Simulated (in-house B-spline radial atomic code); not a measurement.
# Pd³²⁺: excited configurations

Wanted: excitation energies of Pd³²⁺ as differences of total energies (ΔSCF).

Method: Dirac-Hartree-Fock, average of configuration, Fermi nucleus, basis-set limit. Code: in-house B-spline radial atomic code version 1.

## (1) What is computed

```
element       : palladium (Z = 46)
charge        : +32
electrons     : 14
configuration : [Ne] 3s2 3p2
Hamiltonian   : Dirac-Coulomb
nucleus       : Fermi, rms radius 4.532 fm
```

Outer shells as boxes (Hund's rule):

[Ne] 3s2 3p2
```
[Ne] core
3s [↑↓]
3p [↑ ][↑ ][  ]
```

The boxes draw the filling by Hund's rule, which heavy ions in jj coupling don't follow; these runs average over all states of the configuration.

The run's settings:

```ini
Z = 46
electrons = 14.0
configuration = [Ne] 3s2 3p2
hamiltonian = dirac
method = hf
spin_polarised = False
nucleus = fermi
rms_radius = 4.5318
mass_number = 106
atomic_mass = 105.903480287
speed_of_light = 137.035999084
```

From the earlier run of the reference: total energy -4249.206595 hartree. Levels, eight at most:

```
orbital  occupation  energy (eV)  <r> (bohr)
  1s1/2           2     -26251.4     0.03183
  2s1/2           2     -5333.12      0.1355
  2p1/2           2     -5071.91      0.1153
  2p3/2           4     -4907.08      0.1199
  3s1/2           2     -2044.25      0.3343
  3p1/2    0.666667     -1963.32      0.3195
  3p3/2     1.33333     -1924.00      0.3265
```

## (2) Configuration [He] 2s2 2p5 3s2 3p2 7s1

The run's settings:

```ini
Z = 46
electrons = 14.0
configuration = [He] 2s2 2p5 3s2 3p2 7s1
hamiltonian = dirac
method = hf
spin_polarised = False
nucleus = fermi
rms_radius = 4.5318
mass_number = 106
atomic_mass = 105.903480287
speed_of_light = 137.035999084
```

## (3) [He] 2s2 2p5 3s2 3p2 4d1

The settings differ from step 2 so:

```diff
@@ -2,3 +2,3 @@
 electrons = 14.0
-configuration = [He] 2s2 2p5 3s2 3p2 7s1
+configuration = [He] 2s2 2p5 3s2 3p2 4d1
 hamiltonian = dirac
```

## (4) Run with [Ne] 3s1 3p2 7f1

The settings differ from step 3 so:

```diff
@@ -2,3 +2,3 @@
 electrons = 14.0
-configuration = [He] 2s2 2p5 3s2 3p2 4d1
+configuration = [Ne] 3s1 3p2 7f1
 hamiltonian = dirac
```

## (5) Configuration [Ne] 3s2 3p1 7f1

The settings differ from step 4 so:

```diff
@@ -2,3 +2,3 @@
 electrons = 14.0
-configuration = [Ne] 3s1 3p2 7f1
+configuration = [Ne] 3s2 3p1 7f1
 hamiltonian = dirac
```

## (6) [Ne] 3s1 3p2 5f1

The settings differ from step 5 so:

```diff
@@ -2,3 +2,3 @@
 electrons = 14.0
-configuration = [Ne] 3s2 3p1 7f1
+configuration = [Ne] 3s1 3p2 5f1
 hamiltonian = dirac
```

**Question.** How far above the reference does each configuration lie (order and size, in eV)?

The runs gave:

| net move | configuration | energy above the reference (eV) | with Breit, QED, recoil (eV) | largest <r> (bohr) |
| --- | --- | --- | --- | --- |
| 3s → 5f | [Ne] 3s1 3p2 5f1 | 1442.19 | 1440.35 | 0.936 |
| 3p → 7f | [Ne] 3s2 3p1 7f1 | 1630.75 | 1629.44 | 2.02 |
| 3s → 7f | [Ne] 3s1 3p2 7f1 | 1737.97 | 1736.12 | 2.02 |
| 2p → 4d | [He] 2s2 2p5 3s2 3p2 4d1 | 3969.70 | 3963.94 | 0.594 |
| 2p → 7s | [He] 2s2 2p5 3s2 3p2 7s1 | 4625.90 | 4620.10 | 2.04 |

Quantum defects of the promoted electron, δ = n − ζ/√(−2ε) with ζ = 33 and ε its orbital energy in hartree:

| promotion | δ |
| --- | --- |
| 3s → 5f | 0.037 |
| 3p → 7f | 0.040 |
| 3s → 7f | 0.040 |
| 2p → 4d | 0.124 |
| 2p → 7s | 0.300 |

**Reading.** At the bottom stands 3s → 5f (1442.19 eV), at the top 2p → 7s (4625.90 eV). Koopmans' estimate of the ionisation threshold is 1924.00 eV; 2 configurations exceed it by over 2 % and could autoionise. Of those tabulated, the defect is largest for 7s (0.30) and least for 5f (0.04); at this charge much of the defect is relativistic. Two partly filled shells share a symmetry and can mix in the average, which may lower the energy, for: 2p → 4d; 2p → 7s. These are averages over configurations, without correlation, not spectroscopic levels.
